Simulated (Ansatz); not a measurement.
# C2H11NSi: the cost of one run

Program: Ansatz 0.2.0. Level of theory: RKS revPBE/6-31G. These are calculated values, not measurements.

## 1. The structure to begin with

Bond lengths: C1–N2 1.453 Å, C1–H3 1.100 Å, C1–H4 1.089 Å, C1–H5 1.090 Å, N2–H6 1.015 Å, N2–H7 1.015 Å, C8–Si9 1.895 Å, C8–H10 1.087 Å, C8–H11 1.087 Å, C8–H12 1.087 Å, Si9–H13 1.464 Å, Si9–H14 1.466 Å, Si9–H15 1.463 Å. Angles (14 of 21 angles, heavy atoms first): C1–N2–H6 110.1°, C1–N2–H7 110.2°, N2–C1–H3 114.4°, N2–C1–H4 108.5°, N2–C1–H5 108.5°, C8–Si9–H13 109.7°, C8–Si9–H14 109.6°, C8–Si9–H15 109.7°, Si9–C8–H10 111.2°, Si9–C8–H11 111.6°, Si9–C8–H12 111.2°, H6–N2–H7 107.6°, H3–C1–H4 108.2°, H3–C1–H5 108.4°.

Coordinates:

```xyz
15

C    -0.2562   -0.4423   -1.8891
N     0.6169    0.0982   -2.9164
H    -0.9882    0.2755   -1.4913
H     0.3598   -0.7947   -1.0627
H    -0.7977   -1.2913   -2.3061
H     1.1462    0.8817   -2.5472
H     0.0683    0.4403   -3.6988
C    -0.6797   -0.6073    2.1497
Si    0.5948    0.7610    1.8401
H    -0.2732   -1.3842    2.7919
H    -0.9931   -1.0791    1.2221
H    -1.5692   -0.2140    2.6346
H     0.8997    1.4456    3.0974
H     0.0516    1.7314    0.8847
H     1.8199    0.1792    1.2912
```

## 2. Relaxing the start

input.yaml

```yaml
crystal:
  periodic: [false, false, false]
  atoms:
    - { symbol: C, position_ang: [-0.2562, -0.4423, -1.8891] }
    - { symbol: "N", position_ang: [0.6169, 0.0982, -2.9164] }
    - { symbol: H, position_ang: [-0.9882, 0.2755, -1.4913] }
    - { symbol: H, position_ang: [0.3598, -0.7947, -1.0627] }
    - { symbol: H, position_ang: [-0.7977, -1.2913, -2.3061] }
    - { symbol: H, position_ang: [1.1462, 0.8817, -2.5472] }
    - { symbol: H, position_ang: [0.0683, 0.4403, -3.6988] }
    - { symbol: C, position_ang: [-0.6797, -0.6073, 2.1497] }
    - { symbol: Si, position_ang: [0.5948, 0.761, 1.8401] }
    - { symbol: H, position_ang: [-0.2732, -1.3842, 2.7919] }
    - { symbol: H, position_ang: [-0.9931, -1.0791, 1.2221] }
    - { symbol: H, position_ang: [-1.5692, -0.214, 2.6346] }
    - { symbol: H, position_ang: [0.8997, 1.4456, 3.0974] }
    - { symbol: H, position_ang: [0.0516, 1.7314, 0.8847] }
    - { symbol: H, position_ang: [1.8199, 0.1792, 1.2912] }
basis:
  gaussian: { orbitals: "6-31G" }
hamiltonian:
  xc: revpbe
relax:
  f_tol: 0.02
  max_steps: 40
scf:
  lower_state_search: "off"
output:
  orbitals: {}
```

Run with:

```bash
$ ansatz run input.yaml --threads 1 --pin off --max-ram 2048MiB --backend cpu --events-out ev --progress --plain --runs-dir out
```

**Question.** How long does this run take on 1 thread of Arm Neoverse V1, shared host, and how much memory does it need?

About 34 s, with a peak of 0.13 GiB.
